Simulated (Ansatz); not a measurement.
# SiW: the cost of one run

Computed with Ansatz 0.2.0, Gaussian basis. Level: def2-TZVPP, core rule «outside noble gas», up to 9 orbitals frozen.

To be run: UHF; CCSD(T) on ROHF; CCSD(T) on UHF.

7 further runs of the same task are left out: 7 set aside as unsound or not needed.

**1. What is computed**

The geometry is a PBE0/def2-TZVP stationary point (not a proven minimum) of the parent state, kept for this charge and spin. No spin-orbit coupling is included. Elements past krypton take def2 core potentials.

2 atoms, charge 0, spin multiplicity 7.

Atoms are counted from 1 here; the program's logs count them from 0.

Bond lengths: W1–Si2 2.328 Å.

**2. UHF**

Input file in.yaml:

```yaml
crystal:
  periodic: [false, false, false]
  atoms:
    - {symbol: W, position_ang: [0.000000, 0.000000, 0.000000]}
    - {symbol: Si, position_ang: [0.000000, 0.000000, 2.328000]}
basis:
  gaussian: {orbitals: def2-TZVPP}
magnetization: {spin_polarized: true, initial_magnetization: 6}
hamiltonian: {xc: hf}
output: {orbitals: {seedname: orbitals}}
```

On the command line:

```bash
$ ansatz run in.yaml --threads 1 --pin off --events-out ev --progress --plain --max-ram 4096MiB --backend cpu
```

What time and memory should one allow on 1 thread of AMD EPYC 7R13, shared host?

About 20 s, with a peak of 0.25 GiB.
